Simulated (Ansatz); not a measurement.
This script drives Ansatz's Python interface.

The script reads `ch3alclo.xyz`:
```text
7

C     0.07830    0.87780    0.24730
O     0.57700    0.16390   -0.81220
Al    0.66330   -1.61080   -0.31370
Cl   -0.92620   -2.96780   -0.67870
H    -0.02950    1.97450   -0.10710
H    -1.00430    0.60320    0.47350
H     0.70270    0.89130    1.14520
```

`disp_ch3alclo.py`
```python
"""Dispersion corrections for CH3AlClO."""

from dataclasses import dataclass
import warnings

import ansatz as az


@dataclass(frozen=True)
class Settings:
    basis_set: str = "def2-SVP"


cfg = Settings()


def main() -> None:
    warnings.simplefilter("ignore", az.DeckWarning)

    ch3alclo = az.Crystal.molecule_from_extxyz("ch3alclo.xyz")

    calc = (
        ch3alclo.calculation()
        .basis(gaussian=cfg.basis_set)
        .spin("collinear", total=1)
        .accuracy("medium")
    )
    for name in ["pbe0", "b3lyp"]:
        for correction in ("d3bj", "d4"):
            summary = calc.functional(name, dispersion=correction).run(threads=1, pin="off").report
            print(f"{name:8s} {correction:5s} total {summary['free_energy_ev']:.5f} eV, of which dispersion {1000 * summary['dispersion']['energy']['ev']:.2f} meV")


if __name__ == "__main__":
    main()
```

It is started by `python disp_ch3alclo.py`. How long does it take on 1 thread of Arm Neoverse V2 (shared host), and how much memory does it need?

It took about 16 s, with a peak of 0.26 GiB, for 4 runs of the engine.

Running `python disp_ch3alclo.py` prints:
```text
pbe0     d3bj  total -22234.75436 eV, of which dispersion -116.46 meV
pbe0     d4    total -22234.75601 eV, of which dispersion -118.10 meV
b3lyp    d3bj  total -22246.52915 eV, of which dispersion -240.27 meV
b3lyp    d4    total -22246.51556 eV, of which dispersion -226.68 meV
```

These settings explore the input space; basis and method may be short of convergence. The geometry is a force-field or estimated start, not a minimum of this method, and the basis set is short of its limit. D4 holds the three-body term, and d3bj doesn't. The run takes the species as open-shell (spin multiplicity 2), which needn't be its ground state. b3lyp holds the VWN-RPA fit, as in Gaussian; the form of ORCA and Turbomole is b3lyp5.
